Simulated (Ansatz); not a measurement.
# C₂H₂AlCl (SMILES C#[C][AlH][Cl]): single points off equilibrium

The task here is to estimate one member of a computed series from the others.

The runs use Ansatz 0.2.0, Gaussian basis; single points in def2-TZVPP.

Correlated methods freeze the cores.

## The starting structure

SMILES `C#[C][AlH][Cl]`, 6 atoms, charge 0, spin multiplicity 1.

Atoms are counted from 1 here; the program's logs count them from 0.

Bond lengths: C1–C2 1.321 Å, C1–H5 1.330 Å, C2–Al3 1.736 Å, Al3–Cl4 2.159 Å, Al3–H6 1.478 Å. Angles: C2–C1–H5 162.4°, C1–C2–Al3 170.3°, C2–Al3–Cl4 117.5°, C2–Al3–H6 114.1°, Cl4–Al3–H6 128.3°.

Geometry (Å):

```csv
atom,x (Å),y (Å),z (Å)
C1,0.26130,1.00930,-1.52360
C2,0.01300,0.32060,-0.42360
Al3,-0.05500,-0.48160,1.11460
Cl4,-1.12310,-2.35470,1.21550
H5,0.23070,1.44660,-2.77910
H6,0.59720,0.26240,2.21290
```

The first run:

Contents of run/in.yaml:

```yaml
crystal:
  periodic: [false, false, false]
  atoms:
    - {symbol: C, position_ang: [0.261300, 1.009300, -1.523600]}
    - {symbol: C, position_ang: [0.013000, 0.320600, -0.423600]}
    - {symbol: Al, position_ang: [-0.055000, -0.481600, 1.114600]}
    - {symbol: Cl, position_ang: [-1.123100, -2.354700, 1.215500]}
    - {symbol: H, position_ang: [0.230700, 1.446600, -2.779100]}
    - {symbol: H, position_ang: [0.597200, 0.262400, 2.212900]}
basis:
  gaussian: {orbitals: def2-TZVPP}
correlation: {method: ccsd_t}
output: {forces: true}
```

The command line of these runs was not kept.

Among the steps run: CCSD(T)/def2-TZVPP; PBE0-D4/def2-TZVPP; wB97M-V/def2-TZVPP; r2SCAN-D4/def2-TZVPP; PBE-D4/def2-TZVPP; HSE06-D4/def2-TZVPP; SPW92/def2-TZVPP.

One table of the session follows, with a row left open; its other results are not shown here.

| method | RMS force component (eV/Å) | angle to CCSD(T) forces (°) | dipole (D) |
| --- | --- | --- | --- |
| CCSD(T) | 3.029 | reference | 2.12 |
| PBE0-D4 | 3.317 | 5.6 | 2.23 |
| wB97M-V | 3.419 | 6.9 | 2.22 |
| r2SCAN-D4 | 3.189 | 4.3 | 2.20 |
| PBE-D4 | 3.005 | 2.6 | 2.08 |
| HSE06-D4 | ? | ? | ? |
| SPW92 | 3.039 | 5.4 | 2.18 |

Estimate the missing values for HSE06-D4.

**Answer.** RMS force component (eV/Å): 3.307; angle to CCSD(T) forces (°): 5.4; dipole (D): 2.23. In the column «RMS force component (eV/Å)» it lies between r2SCAN-D4 (3.189) and PBE0-D4 (3.317).
